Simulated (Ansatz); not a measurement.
# Ga2H4Cl2: small, medium and large basis sets

The task here is to estimate one member of a computed series from the others.

Method: one geometry, several basis sets; program: Ansatz 0.2.0, Gaussian basis.

Plan: PBE0-D4/def2-SVP; ωB97M-V/def2-SVP; PBE0-D4/def2-QZVPP; the functionals' def2-TZVPP values are taken from earlier runs.

1 further run of the same task is left out (it didn't finish).

## Structure used throughout

An earlier PBE0-D4 in a triple-zeta def2 set relaxation fixed the geometry.

SMILES `[Cl+]1[GaH2-][Cl+][GaH2-]1`, 8 atoms, charge 0, spin multiplicity 1.

Atoms are counted from 1 here; the program's logs count them from 0.

Bond lengths: Cl1–Ga2 2.361 Å, Cl1–Ga4 2.361 Å, Ga2–Cl3 2.361 Å, Ga2–H5 1.552 Å, Ga2–H6 1.552 Å, Cl3–Ga4 2.361 Å, Ga4–H7 1.552 Å, Ga4–H8 1.552 Å. Angles: Ga2–Cl1–Ga4 89.8°, Cl1–Ga2–Cl3 90.2°, Cl1–Ga2–H5 106.3°, Cl1–Ga2–H6 106.3°, Cl3–Ga2–H5 106.3°, Cl3–Ga2–H6 106.3°, H5–Ga2–H6 133.2°, Ga2–Cl3–Ga4 89.8°, Cl1–Ga4–Cl3 90.2°, Cl1–Ga4–H7 106.3°, Cl1–Ga4–H8 106.3°, Cl3–Ga4–H7 106.3°, Cl3–Ga4–H8 106.3°, H7–Ga4–H8 133.2°.

The first run:

File in.yaml:

```yaml
crystal:
  periodic: [false, false, false]
  atoms:
    - {symbol: Cl, position_ang: [-1.536754, 0.264228, -0.606119]}
    - {symbol: Ga, position_ang: [0.146526, 1.624901, 0.336833]}
    - {symbol: Cl, position_ang: [1.535586, -0.264689, 0.608856]}
    - {symbol: Ga, position_ang: [-0.146461, -1.624875, -0.336996]}
    - {symbol: H, position_ang: [0.751012, 2.443430, -0.835402]}
    - {symbol: H, position_ang: [-0.349150, 2.008001, 1.757062]}
    - {symbol: H, position_ang: [0.349957, -2.005005, -1.757770]}
    - {symbol: H, position_ang: [-0.750716, -2.445992, 0.833537]}
basis:
  gaussian: {orbitals: def2-SVP}
hamiltonian: {xc: pbe0, dispersion: d4}
output: {orbitals: {seedname: orbitals}}
```

Among the steps run: PBE0-D4 in def2-SVP; ωB97M-V in def2-SVP; PBE0-D4 in def2-QZVPP.

One of the session's tables, all rows but one given; the rest of the session is left out.

It belongs to the step «Functionals by basis». 

| functional | basis | HOMO (eV) |
| --- | --- | --- |
| PBE0-D4 | def2-SVP | -8.39 |
| PBE0-D4 | def2-TZVPP | -8.43 |
| PBE0-D4 | def2-QZVPP | -8.43 |
| ωB97M-V | def2-SVP | ? |
| ωB97M-V | def2-TZVPP | -10.61 |

Estimate the missing values for ωB97M-V, def2-SVP.

The run gave: HOMO (eV): -10.52. In the column «HOMO (eV)» it lies between ωB97M-V, def2-TZVPP (-10.61) and PBE0-D4, def2-TZVPP (-8.43).
